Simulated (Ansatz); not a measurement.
**CrO2 (P4_2/mnm): energies of magnetic orders**

One table from this session's results is given with a row withheld; the runs are named, their logs left out.

Computed with Ansatz 0.2.0 (DFT PBE, scalar-relativistic, plane waves, PAW, unless a step's input says otherwise).

### The starting structure

It takes space group P4_2/mnm (No. 136, tetragonal). Conventional cell: a = 4.444 Å, b = 4.444 Å, c = 2.922 Å, α = 90.00°, β = 90.00°, γ = 90.00°. Cr (site symmetry mmm) has 6 O at 1.91 Å as nearest neighbours. O (site symmetry m2m) is surrounded by 3 Cr at 1.91 Å.

Coordinates:

```xyz
6
Lattice="4.4439 0.0000 0.0000 0.0000 4.4439 0.0000 0.0000 0.0000 2.9217" Properties=species:S:1:pos:R:3 pbc="T T T"
Cr    0.0000    0.0000    0.0000
Cr    2.2220    2.2220    1.4609
O     1.3494    1.3494    0.0000
O     0.8725    3.5714    1.4609
O     3.0945    3.0945    0.0000
O     3.5714    0.8725    1.4609
```

This cell comes from an earlier session at PBE: 9.617 Å³/atom at 0.01 GPa, on a 6×6×10 mesh.

Set-up of the first run:

The input, input.yaml:

```yaml
crystal:
  lattice:
    - [4.4439090576, 0.0, 0.0]
    - [0.0, 4.4439090576, 0.0]
    - [0.0, 0.0, 2.9217460561]
  atoms:
    - { symbol: Cr, position: [0.0, 0.0, 0.0], spin: 2.0 }
    - { symbol: Cr, position: [0.5, 0.5, 0.5], spin: -2.0 }
    - { symbol: O, position: [0.3036626104, 0.3036626104, 0.0] }
    - { symbol: O, position: [0.1963373896, 0.8036626104, 0.5] }
    - { symbol: O, position: [0.6963373896, 0.6963373896, 0.0] }
    - { symbol: O, position: [0.8036626104, 0.1963373896, 0.5] }
basis:
  ecutwfc: 420
  ecutrho_ratio: 4
kpoints:
  mp_grid: { grid: [6, 6, 10] }
hamiltonian:
  xc: pbe
scf:
  occupations: { method: gaussian, width: 0.05 }
  lower_state_search: "off"
output:
  forces: true
  stress: true
  eigenvalues: true
  populations: true
magnetization:
  spin_polarized: true
```

Launch:

```bash
ansatz run input.yaml --threads 4 --pin off --max-ram 10240MiB --backend cpu --events-out ev --progress --plain --runs-dir out
```

Steps of the session up to this table: Antiferromagnetic, in the cell as typed; Ferromagnetic, larger cell; Antiferromagnetic, propagation vector (0, 0, 1/2); No spin polarisation.

One of the session's tables, all rows but one given; the rest of the session is left out.

It belongs to the step «The orders side by side». 

```
                                            order  above the lowest (meV/atom)  largest moment (μB)  pressure (GPa)
                                    ferromagnetic                          0.0                 1.75             0.0
          antiferromagnetic, in the cell as typed                         54.1                 1.53            -0.8
antiferromagnetic, propagation vector (0, 0, 1/2)                            ?                    ?               ?
                             no spin polarisation                        217.3                 0.00            -7.1
```

Estimate the missing values for antiferromagnetic, propagation vector (0, 0, 1/2).

**Answer.** above the lowest (meV/atom): 47.0; largest moment (μB): 1.55; pressure (GPa): -0.9. In the column «above the lowest (meV/atom)» it lies between ferromagnetic (0.0) and antiferromagnetic, in the cell as typed (54.1).

The first row is the run of the earlier session that started with parallel moments (-1504.4663 eV/atom).

Limits of these values: Only these orders were tried, at zero temperature; the one found in experiment may not be among them.
